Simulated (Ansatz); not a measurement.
Write a Python script for the Python package of Ansatz (0.2.0) that makes a charge-density difference against the sublattices of Cu₃Sb, space group Fm-3m. Use (first run): LDA, PAW, cutoff 460 eV, 7×7×7 k-points, Methfessel-Paxton smearing of 0.1 eV.

```
CELL_PARAMETERS angstrom
0.00000 3.11295 3.11295
3.11295 0.00000 3.11295
3.11295 3.11295 0.00000
ATOMIC_POSITIONS crystal
Cu 0.50000 0.50000 0.50000
Cu 0.25000 0.25000 0.25000
Cu 0.75000 0.75000 0.75000
Sb 0.00000 0.00000 0.00000
```

`cu3sb_drho.py`
```python
'''Density of Cu3Sb less that of its sublattices.'''

import ansatz as az
import numpy as np

VECTORS = np.array([
    [0.0, 3.112952, 3.112952],
    [3.112952, 0.0, 3.112952],
    [3.112952, 3.112952, 0.0],
])
SITES = [
    ('Cu', [0.5, 0.5, 0.5]),
    ('Cu', [0.25, 0.25, 0.25]),
    ('Cu', [0.75, 0.75, 0.75]),
    ('Sb', [0.0, 0.0, 0.0]),
]


def crystal_on(cell):
    crystal = az.Crystal(lattice=az.Lattice.of(cell))
    for symbol, position in SITES:
        crystal = crystal.atom(symbol, position)
    return crystal


def main() -> None:
    # one cutoff and one grid for all runs, so that the fields can be subtracted
    def solve(crystal):
        return (
            crystal.calculation()
            .functional('lda')
            .occupations(az.OccupationsMethod.METHFESSEL_PAXTON, width=0.1)
            .basis(460, grid_basis='typed')
            .kpoints(7, 7, 7)
            .density()
            .run(threads=1)
        )


    whole = solve(crystal_on(VECTORS))
    difference = whole.density().channels[0].density_e_per_ang3.copy()
    binding = whole.report['free_energy_ev']
    for element in ['Cu', 'Sb']:
        part = az.Crystal(lattice=az.Lattice.of(VECTORS))
        for symbol, position in SITES:
            if symbol == element:
                part = part.atom(symbol, position)
        alone = solve(part)
        difference -= alone.density().channels[0].density_e_per_ang3
        binding -= alone.report['free_energy_ev']
        print(f'{element} sublattice: {alone.report["n_electrons"]:g} electrons, {alone.report["n_iterations"]} iterations')

    voxel = abs(np.linalg.det(VECTORS)) / difference.size
    print(f'energy of the crystal less its unpolarised sublattices: {binding / len(SITES):.4f} eV/atom')
    print(f'net charge of the difference {difference.sum() * voxel:.5f} e, charge moved {0.5 * np.abs(difference).sum() * voxel:.3f} e')
    print(f'extremes {difference.min():.4f} and {difference.max():.4f} e/A^3')
    for (symbol, position) in SITES:
        index = tuple(int(round(p * n)) % n for p, n in zip(position, difference.shape))
        print(f'  change of the pseudo-density at the grid point nearest {symbol}: {difference[index]:+.4f} e/A^3')


if __name__ == '__main__':
    main()
```

```console
$ python cu3sb_drho.py
Cu sublattice: 57 electrons, 7 iterations
Sb sublattice: 15 electrons, 5 iterations
energy of the crystal less its unpolarised sublattices: -1.1902 eV/atom
net charge of the difference -0.00000 e, charge moved 0.361 e
extremes -0.1274 and 0.1077 e/A^3
  change of the pseudo-density at the grid point nearest Cu: +0.0445 e/A^3
  change of the pseudo-density at the grid point nearest Cu: -0.1274 e/A^3
  change of the pseudo-density at the grid point nearest Cu: -0.1274 e/A^3
  change of the pseudo-density at the grid point nearest Sb: +0.1077 e/A^3
```

Notes:
- The mesh is modest for a metal, so energies can be off by several to tens of meV an atom and pressures by half a GPa or more; differences at equal mesh fare better.
- Grid values close to the nuclei reflect the PAW or pseudopotential construction, not the all-electron fields.
- The structure comes from a database of computed cells and needn't be a stable or known phase.
- Charge moved counts every rearrangement, bonding and polarisation too, and is no transfer between atoms; the bare sublattices are artificial references. Values near the nuclei depend on the potentials.
- Wall time of the script: 5.2 s on 1 thread of Arm Neoverse V2 (shared host), peak memory 0.41 GiB.

(Lines on the test bed's own set-up are left out of the output.)
